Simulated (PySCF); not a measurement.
# C₃HN₃Si: electronic excitations and core binding energies

Wanted: the electronic excitations and core binding energies of C₃HN₃Si (`N#C[SiH](C#N)C#N`), by calculation.

Programs: PySCF 2.14.0, with density-fitted response routines of our own. Each step states its level of theory. These are calculated values for one molecule in the gas phase, unless marked as measured. Atoms count from 0, in the outputs and in this text.

## (1) Starting geometry

8 atoms, charge 0, multiplicity 1; geometry from: GFN2-xTB.

Bonds of the start (Å): N0–C1 1.14, C1–Si2 1.87, Si2–C3 1.87, C3–N4 1.14, Si2–C5 1.87, C5–N6 1.14, Si2–H7 1.46.

## (2) TDDFT and polarisability: B3LYP/def2-SVPD

Job settings and geometry (Å):

```
{"job": {"kind": "uv", "xc": "B3LYP", "basis": "def2-SVPD", "nstates": 8, "ntriplets": 3}, "charge": 0, "multiplicity": 1}
N     -0.451665     2.774414    -0.499927
C     -0.271985     1.708383    -0.125480
Si     0.018070    -0.020911     0.515493
C      1.601848    -0.605070    -0.281512
N      2.578952    -0.967962    -0.753160
C     -1.342389    -1.072387    -0.211802
N     -2.181711    -1.721840    -0.639057
H      0.057938    -0.085215     1.970880
```

Level: TDDFT B3LYP/def2-SVPD, vertical, gas phase, core orbitals frozen in the response.

**Question.** This job is followed by: delta-SCF UKS SCAN, pcX-2 on the ionised atom, pcseg-1 elsewhere, spin-free X2C. What will the session give for the following? lowest singlet (B3LYP/def2-SVPD); brightest single state of those computed; lowest triplet; N1s binding energies, SCAN/pcX-2; C1s binding energies, SCAN/pcX-2; Si1s binding energies, SCAN/pcX-2; Si2p binding energies, SCAN/pcX-2.

**Answer**, as computed:

| quantity | value |
| --- | --- |
| lowest singlet (B3LYP/def2-SVPD) | 6.76 eV (183 nm), f = 0.000 |
| brightest single state of those computed | state 7, 7.15 eV, f = 0.005 |
| lowest triplet | 5.76 eV |
| N1s binding energies, SCAN/pcX-2 | N0 406.53 eV |
| C1s binding energies, SCAN/pcX-2 | C1 292.99 eV |
| Si1s binding energies, SCAN/pcX-2 | Si2 1850.40 eV |
| Si2p binding energies, SCAN/pcX-2 | Si2 110.60 eV |

In words: The first singlet state (HOMO→LUMO 0.44, HOMO−1→LUMO+2 0.12) lies at 6.76 eV and is dark; of the 8 states computed, the strongest absorption comes from states 7 to 8 together at 7.15 eV (the last computed, so partners may be missing). The lowest triplet lies 1.00 eV below the lowest singlet (triplets in Tamm-Dancoff, singlets in full TDDFT).
